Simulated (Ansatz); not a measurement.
**GeH2Cl2 (SMILES [Cl][GeH2][Cl]): functionals against CCSD(T) at one geometry**

How do the functionals fare away from a minimum? The structure is a structure displaced at random from a GFN2-xTB minimum.

Program: Ansatz 0.2.0, Gaussian basis. Level of theory: single points in def2-TZVPP. These are calculated values, not measurements.

Cores are frozen in the correlated methods. Filled d shells of the heavier atoms are correlated.

**1. The system as given**

SMILES `[Cl][GeH2][Cl]`, 5 atoms, charge 0, spin multiplicity 1.

Atoms are counted from 1 here; the program's logs count them from 0.

Bond lengths: Cl1–Ge2 2.141 Å, Ge2–Cl3 2.101 Å, Ge2–H4 1.333 Å, Ge2–H5 1.609 Å. Angles: Cl1–Ge2–Cl3 107.2°, Cl1–Ge2–H4 115.3°, Cl1–Ge2–H5 99.5°, Cl3–Ge2–H4 117.1°, Cl3–Ge2–H5 99.4°, H4–Ge2–H5 115.9°.

Geometry (Å):

```xyz
5
charge 0, multiplicity 1
Cl   -1.6829    0.1173    1.0118
Ge    0.0612    0.0744   -0.2293
Cl    1.5527   -0.9558    0.8322
H    -0.1489   -0.2930   -1.4932
H     0.5776    1.5830   -0.0128
```

**2. CCSD(T)/def2-TZVPP**

run/in.yaml reads:

```yaml
crystal:
  periodic: [false, false, false]
  atoms:
    - {symbol: Cl, position_ang: [-1.682900, 0.117300, 1.011800]}
    - {symbol: Ge, position_ang: [0.061200, 0.074400, -0.229300]}
    - {symbol: Cl, position_ang: [1.552700, -0.955800, 0.832200]}
    - {symbol: H, position_ang: [-0.148900, -0.293000, -1.493200]}
    - {symbol: H, position_ang: [0.577600, 1.583000, -0.012800]}
basis:
  gaussian: {orbitals: def2-TZVPP}
correlation: {method: ccsd_t}
output: {forces: true}
```

No record of the launch command was kept for these runs.

**3. PBE0-D4/def2-TZVPP**

run/in.yaml: that of step 2 with these lines changed.

```diff
@@ -10,3 +10,3 @@
   gaussian: {orbitals: def2-TZVPP}
-correlation: {method: ccsd_t}
-output: {forces: true}
+hamiltonian: {xc: pbe0, dispersion: d4}
+output: {forces: true, orbitals: {seedname: orbitals}}
```

**4. wB97M-V/def2-TZVPP**

run/in.yaml: that of step 3 with these lines changed.

```diff
@@ -10,3 +10,3 @@
   gaussian: {orbitals: def2-TZVPP}
-hamiltonian: {xc: pbe0, dispersion: d4}
-output: {forces: true, orbitals: {seedname: orbitals}}
+hamiltonian: {xc: {name: wB97M-V}}
+output: {forces: true}
```

**5. r2SCAN-D4/def2-TZVPP**

run/in.yaml: that of step 4 with these lines changed.

```diff
@@ -10,3 +10,3 @@
   gaussian: {orbitals: def2-TZVPP}
-hamiltonian: {xc: {name: wB97M-V}}
+hamiltonian: {xc: r2scan, dispersion: d4}
 output: {forces: true}
```

**6. PBE-D4/def2-TZVPP**

run/in.yaml: that of step 5 with these lines changed.

```diff
@@ -10,3 +10,3 @@
   gaussian: {orbitals: def2-TZVPP}
-hamiltonian: {xc: r2scan, dispersion: d4}
+hamiltonian: {xc: pbe, dispersion: d4}
 output: {forces: true}
```

**7. HSE06-D4/def2-TZVPP**

run/in.yaml: that of step 6 with these lines changed.

```diff
@@ -10,3 +10,3 @@
   gaussian: {orbitals: def2-TZVPP}
-hamiltonian: {xc: pbe, dispersion: d4}
+hamiltonian: {xc: hse06, dispersion: d4}
 output: {forces: true}
```

**8. r2SCANh-D4/def2-TZVPP**

run/in.yaml: that of step 7 with these lines changed.

```diff
@@ -10,3 +10,3 @@
   gaussian: {orbitals: def2-TZVPP}
-hamiltonian: {xc: hse06, dispersion: d4}
+hamiltonian: {xc: {name: r2SCANh}, dispersion: d4}
 output: {forces: true}
```

(Steps that only read results are left out.)

Q: Predict the outcome of this session. Wanted: energy less free atoms, CCSD(T)/def2-TZVPP; RMS force component; RMS force error; HOMO and LUMO, PBE0-D4; T1 diagnostic.

The runs gave:

| quantity | value |
| --- | --- |
| energy less free atoms, CCSD(T)/def2-TZVPP | -1238.2 kJ/mol |
| RMS force component | 2.201 to 2.238 eV/Å over the methods |
| RMS force error | PBE0-D4 0.065, wB97M-V 0.022, r2SCAN-D4 0.032, PBE-D4 0.163, HSE06-D4 0.064, r2SCANh-D4 0.046 eV/Å |
| HOMO and LUMO, PBE0-D4 | -8.74 and -0.60 eV |
| T1 diagnostic | 0.010 |

In words: Against CCSD(T) the functionals' energies less atoms differ by -35.9 to -14.4 kJ/mol, PBE-D4 by -21.2 kJ/mol. A larger basis would deepen the CCSD(T) value, while the functionals are nearly converged already, so the order here is not reliable. On forces the order runs from wB97M-V to PBE-D4. Frozen-core CCSD(T) forces in triple zeta carry basis errors of their own, and this is one geometry, so small gaps rank nothing.
